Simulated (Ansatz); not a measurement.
**GeClF (SMILES [F][Ge][Cl]) at CCSD(T)/def2-TZVP**

What is the electronic atomisation energy of GeClF at CCSD(T)/def2-TZVP? 

The calculation is run with Ansatz 0.2.0.

33 further runs of the same task are left out: 33 set aside as unsound or not needed.

### 1 The molecule

GeClF has 3 atoms, charge 0, and is taken as a singlet. As SMILES, `[F][Ge][Cl]`. The coordinates come from a PBE0-D4/def2-TZVP relaxation.

Bond lengths: F1–Ge2 1.748 Å, Ge2–Cl3 2.180 Å. Angles: F1–Ge2–Cl3 98.3°.

### 2 A single-point energy at CCSD(T)/def2-TZVP

Contents of input.yaml:

```yaml
crystal:
  periodic: [false, false, false]
  atoms:
    - {symbol: F, position_ang: [0.110400, 1.418700, 0.206200]}
    - {symbol: Ge, position_ang: [-0.762800, 0.035600, -0.410300]}
    - {symbol: Cl, position_ang: [0.641600, -1.519100, 0.191000]}
basis:
  gaussian:
    orbitals: def2-TZVP
scf:
  omitted_lower_state_checks: [cluster_reference, increment]
correlation:
  method: ccsd_t
  frozen_orbitals: {Cl: 5, F: 1, Ge: 9}
accuracy: high
```

Launch:

```
ansatz run input.yaml --threads 1 --pin off --max-ram 3480MiB --events-out events.jsonl --progress --plain --runs-dir runs
```

Standard output:

```text
Warning: RAYON_NUM_THREADS=1 ignored (pool sized by the plan → 1); use --threads N
Functional definition: HF
  name "HF"
  exchange = exact_x
  correlation = 0
these checks for a lower state are left out or cut short: cluster_reference, increment
1709 factors; integrals over basis functions are off by at most 4.6e-9 eV
mean field evaluation 1: about -71684.7874 eV, gradient 3.2e1 eV
mean field evaluation 2: about -71684.8880 eV, gradient 3.2e1 eV
mean field evaluation 4: about -71686.9503 eV, gradient 2.1e0 eV
mean field evaluation 8: about -71686.9824 eV, gradient 2.8e-1 eV
mean field evaluation 16: about -71686.9830 eV, gradient 1.2e-8 eV
mean field -71686.98299721 eV, -2634.4480339653 hartree, gradient 7.5e-8 eV, S^2 0.000000; 0 other end points of the search recorded, 0 dependent functions left out
15 core orbitals not correlated: weight in the atoms' cores, before any rotation towards them, 1.000 or more for the frozen orbitals, at most 0.000 for the correlated occupied ones
reference -71686.98299721 eV, -2634.4480339653 hartree; 14, 14 occupied and 87, 87 virtual orbitals, 1709 factors
second order -17.95057072 eV of doubles, -0.00000000 eV of singles
cycle   1  -17.77919497 eV  change    1.7e-1 eV  update   1.1e-1
cycle   2  -18.23889616 eV  change   -4.6e-1 eV  update   3.6e-2
cycle   3  -18.35080693 eV  change   -1.1e-1 eV  update   2.0e-2
cycle   4  -18.33658440 eV  change    1.4e-2 eV  update   5.3e-3
cycle   5  -18.33077434 eV  change    5.8e-3 eV  update   2.3e-3
cycle   6  -18.33196380 eV  change   -1.2e-3 eV  update   8.1e-4
cycle   7  -18.33183187 eV  change    1.3e-4 eV  update   3.0e-4
cycle   8  -18.33170390 eV  change    1.3e-4 eV  update   9.0e-5
cycle   9  -18.33174341 eV  change   -4.0e-5 eV  update   3.3e-5
cycle  10  -18.33174663 eV  change   -3.2e-6 eV  update   1.0e-5
cycle  11  -18.33173843 eV  change    8.2e-6 eV  update   4.4e-6
cycle  12  -18.33174386 eV  change   -5.4e-6 eV  update   1.8e-6
cycle  13  -18.33174256 eV  change    1.3e-6 eV  update   6.8e-7
cycle  14  -18.33174358 eV  change   -1.0e-6 eV  update   3.0e-7
cycle  15  -18.33174378 eV  change   -2.0e-7 eV  update   1.0e-7
cycle  16  -18.33174374 eV  change    4.4e-8 eV  update   4.9e-8
cycle  17  -18.33174371 eV  change    2.8e-8 eV  update   3.0e-8
cycle  18  -18.33174331 eV  change    4.0e-7 eV  update   1.1e-7
cycle  19  -18.33174333 eV  change   -1.9e-8 eV  update   2.8e-8
cycle  20  -18.33174333 eV  change    2.4e-9 eV  update   9.2e-9
cycle  21  -18.33174333 eV  change   -2.0e-9 eV  update   3.5e-9
cycle  22  -18.33174333 eV  change   -1.1e-9 eV  update   1.3e-9
perturbative correction -0.70712295 eV, -0.0259862890 hartree
Total energy: -71706.02186349 eV, -2635.1476993959 hartree
Checks for a lower state left out: cluster_reference, increment
```

Run time: 19 s. Hardware: 1 thread of Arm Neoverse V2, shared host; peak memory 0.64 GiB.

### 3 The Cl atom at the same level

Contents of molecule.yaml:

```yaml
crystal:
  periodic: [false, false, false]
  atoms:
    - {symbol: Cl, position_ang: [0.000000, 0.000000, 0.000000]}
basis:
  gaussian: {orbitals: def2-TZVP}
magnetization: {spin_polarized: true, initial_magnetization: 1}
correlation: {method: ccsd_t, frozen_orbitals: {Cl: 5}}
accuracy: high
scf: {omitted_lower_state_checks: [cluster_reference, increment]}
```

Run the same way, it converges to -459.66200 Eh (log not shown).

### 4 The F atom at the same level

Contents of in.yaml:

```yaml
crystal:
  periodic: [false, false, false]
  atoms:
    - symbol: F
      position_ang: [0.000000, 0.000000, 0.000000]
basis:
  gaussian: {orbitals: def2-TZVP}
magnetization: {spin_polarized: true, initial_magnetization: 1}
correlation: {method: ccsd_t, frozen_orbitals: {F: 1}}
accuracy: high
scf: {omitted_lower_state_checks: [cluster_reference, increment]}
```

Run the same way, it converges to -99.62506 Eh (log not shown).

### 5 The Ge atom

Contents of run.yaml:

```yaml
crystal:
  periodic: [false, false, false]
  atoms:
    - {symbol: Ge, position_ang: [0.000000, 0.000000, 0.000000]}
basis:
  gaussian:
    orbitals: def2-TZVP
magnetization:
  spin_polarized: true
  initial_magnetization: 2
correlation:
  method: ccsd_t
  frozen_orbitals: {Ge: 9}
accuracy: high
scf:
  omitted_lower_state_checks: [cluster_reference, increment]
```

Run the same way, it converges to -2075.51616 Eh (log not shown).

### 6 Outcome

At CCSD(T)/def2-TZVP, 15 core orbitals frozen:

| quantity | value |
| --- | --- |
| molecule: total energy | -2635.14770 Eh |
| molecule: correlation energy (15 core orbitals frozen) | -699.7 mEh |
| molecule: (T) correction | -25.99 mEh |
| molecule: T1 diagnostic | 0.014 |
| Cl atom: total energy | -459.66200 Eh |
| Cl atom: correlation energy (5 core orbitals frozen) | -185.2 mEh |
| Cl atom: (T) correction | -5.69 mEh |
| Cl atom: ⟨S²⟩ of the reference determinant | 0.760 |
| Cl atom: T1 diagnostic | 0.007 |
| F atom: total energy | -99.62506 Eh |
| F atom: correlation energy (1 core orbital frozen) | -213.3 mEh |
| F atom: (T) correction | -3.43 mEh |
| F atom: ⟨S²⟩ of the reference determinant | 0.754 |
| F atom: T1 diagnostic | 0.006 |
| Ge atom: total energy | -2075.51616 Eh |
| Ge atom: correlation energy (9 core orbitals frozen) | -195.2 mEh |
| Ge atom: (T) correction | -6.34 mEh |
| Ge atom: ⟨S²⟩ of the reference determinant | 2.011 |
| Ge atom: T1 diagnostic | 0.009 |
| electronic atomisation energy | 9.374 eV |

Taking the molecule apart into free atoms costs 9.37 eV (904 kJ/mol), before zero-point energy and without spin-orbit coupling. The triples (molecule) make up 3.7 % of the correlation energy. The triples (Cl atom) make up 3.1 % of the correlation energy. The triples (F atom) make up 1.6 % of the correlation energy. The triples (Ge atom) make up 3.2 % of the correlation energy.
